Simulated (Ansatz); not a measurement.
# Cu+ with H₂O: structure and interaction energy

One table from this session's results is given with a row withheld; the runs are named, their logs left out.

The runs use Ansatz 0.2.0, Gaussian basis; PBE0-D4 structure, single points in def2-TZVPPD.

Levels: PBE-D4, revPBE-D4, BLYP-D4, r2SCAN-D4, B97M-V, PBE0-D4, B3LYP-D4, HSE06-D4, wB97X-V, wB97M-V, B2PLYP, Hartree-Fock, MP2, CCSD, CCSD(T). The reference is CCSD(T) extrapolated to the basis limit. For elements past Ar these valence bases correlate outer-core shells poorly and lack relativity, so that limit is rough.

Correlated methods freeze the cores. The 3s and 3p shells of Cu and Zn are frozen; filled d shells are correlated. B3LYP uses VWN-RPA correlation. B2PLYP carries no dispersion term here.

163 further runs of the same task are left out: 163 set aside as unsound or not needed.

## The starting structure

The pair, from a GFN2-xTB docking trial: 4 atoms, charge 1, spin multiplicity 1.

Atoms are counted from 1 here; the program's logs count them from 0.

Bond lengths: Cu1–O2 1.977 Å, O2–H3 0.968 Å, O2–H4 0.965 Å. Angles: Cu1–O2–H3 117.3°, Cu1–O2–H4 119.1°, H3–O2–H4 107.9°.

Geometry (Å):

```xyz
4

Cu   -0.1757   -0.1346   -1.7050
O    -0.1438    0.1147    0.2557
H     0.5542    0.6766    0.6207
H    -0.2346   -0.6566    0.8286
```

Atoms 1 to 1 are fragment A (Cu+), the rest fragment B (H₂O).

Set-up of the first run:

Input file pre/in.yaml:

```yaml
crystal:
  periodic: [false, false, false]
  atoms:
    - {symbol: Cu, position_ang: [-0.175700, -0.134600, -1.705000]}
    - {symbol: O, position_ang: [-0.143800, 0.114700, 0.255700]}
    - {symbol: H, position_ang: [0.554200, 0.676600, 0.620700]}
    - {symbol: H, position_ang: [-0.234600, -0.656600, 0.828600]}
basis:
  gaussian: {orbitals: def2-SVP}
total_charge: 1
hamiltonian: {xc: pbe, dispersion: d4}
relax: {f_tol: 0.03, max_steps: 250}
```

Started as:

```bash
> ansatz run in.yaml --threads 2 --pin off --events-out ev --progress --plain --max-ram 5222MiB
```

Among the steps run: A first relaxation in a small basis; Relaxation at PBE0-D4; wB97X-V/def2-TZVPPD; wB97M-V/def2-TZVPPD; B2PLYP/def2-TZVPPD; B97M-V/def2-TZVPPD; CCSD(T)/def2-TZVPPD; MP2/def2-QZVPPD; Vibrations of the pair.

One of the session's tables, all rows but one given; the rest of the session is left out.

| method | interaction (meV) |
| --- | --- |
| PBE-D4 | -1926 |
| revPBE-D4 | -1765 |
| BLYP-D4 | -1900 |
| r2SCAN-D4 | -1981 |
| B97M-V | -1930 |
| PBE0-D4 | -1776 |
| B3LYP-D4 | -1808 |
| HSE06-D4 | -1771 |
| wB97X-V | ? |
| wB97M-V | -1732 |
| B2PLYP | -1724 |
| Hartree-Fock | -1271 |
| MP2 | -1611 |
| CCSD | -1519 |
| CCSD(T) | -1558 |
| CCSD(T)/CBS | -1696 |

Q: Estimate the row for wB97X-V from the others.

The run gave: interaction (meV): -1746. In the column «interaction (meV)» it lies between revPBE-D4 (-1765) and wB97M-V (-1732).
